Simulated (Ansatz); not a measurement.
TiC, space group Fm-3m: a convergence test of the k-point mesh, run with Ansatz's Python interface.

The script, `tic.py`:
```python
'''k-point test for TiC.'''

import ansatz as az

SMEARING = 'Fermi-Dirac'
WIDTH_EV = 0.15
CUTOFF = 450
FUNCTIONAL = 'r2scan'
N_EMPTY = 2

system = (
    az.Lattice.fcc(4.3186)
    .space_group(225)
    .atom('Ti', (0.0, 0.0, 0.0))
    .atom('C', (0.5, 0.0, 0.0))
    .primitive()
)

model = (
    system.calculation()
    .occupations(SMEARING, width=WIDTH_EV)
    .basis(CUTOFF, density_ratio=8)
    .eigensolver('auto', mixed_precision=False)
    .functional(FUNCTIONAL)
    .pseudopotentials('paw')
    .scf(extra_bands=N_EMPTY)
)

rows = []
for value in [0.8, 0.6, 0.5, 0.4, 0.33]:
    r = model.kpoints(spacing=value).run().report
    rows.append((value, r['free_energy_ev'] / len(r['lattice']['sites']), r['n_iterations'], r['n_kpoints']))

print('spacing (1/A)   F/atom (eV)    iterations      k-points')
for row in rows:
    print(f'{str(row[0]):>12s}  {row[1]:12.5f}  {row[2]:12d}  {row[3]:12d}')

# the last row is the reference
for row in rows[:-1]:
    shift = 1000 * (row[1] - rows[-1][1])
    print(f'{row[0]}: {shift:+.2f} meV/atom' + ('  (within 1 meV)' if abs(shift) < 1 else ''))
```

How fast does the energy converge with the mesh (threshold 1 meV an atom)?

From a spacing of 0.4 (7×7×7) on it stays within 1 meV an atom of the value at a spacing of 0.33 (8×8×8); the first row (a spacing of 0.8 (4×4×4)) is off by 29.5 meV and the last but one by 0.43 meV. That rests on few rows after larger swings, so the series isn't shown to be converged. This holds for F at a smearing of 0.15 eV; a narrower one needs a denser mesh.

The output:

```console
$ python tic.py
DeckWarning: basis.ecutwfc = 450 eV is below the records' recommended 500 eV, and the density's cutoff is lower with it unless basis.ecutrho_ratio is high enough to keep the records' density cutoff: compare with a run at a higher cutoff
spacing (1/A)   F/atom (eV)    iterations      k-points
         0.8   -1378.98109             7             8
         0.6   -1378.99894             6            10
         0.5   -1379.00831             8            16
         0.4   -1379.01014             6            20
        0.33   -1379.01057             6            29
0.8: +29.48 meV/atom
0.6: +11.63 meV/atom
0.5: +2.27 meV/atom
0.4: +0.43 meV/atom  (within 1 meV)
```
(Warnings from the package without file and line.)

Notes:
- The cutoff lies under the one recommended for these potentials.
- A Fermi-Dirac width this large means warm electrons, whose thermal share enters the free energy.
- Of the deposited cell: the entry's cell lengths or inner coordinates differ somewhat from later room-temperature determinations.
- The structure is a deposited one; some such entries were measured under pressure or heat, so a shift against it needn't be the functional's error alone.
- Shifts are counted from the finest mesh, which is itself no proven limit.
- The whole script took 6.8 s on 1 thread of Arm Neoverse V1 (shared host), peak memory 0.4 GiB.
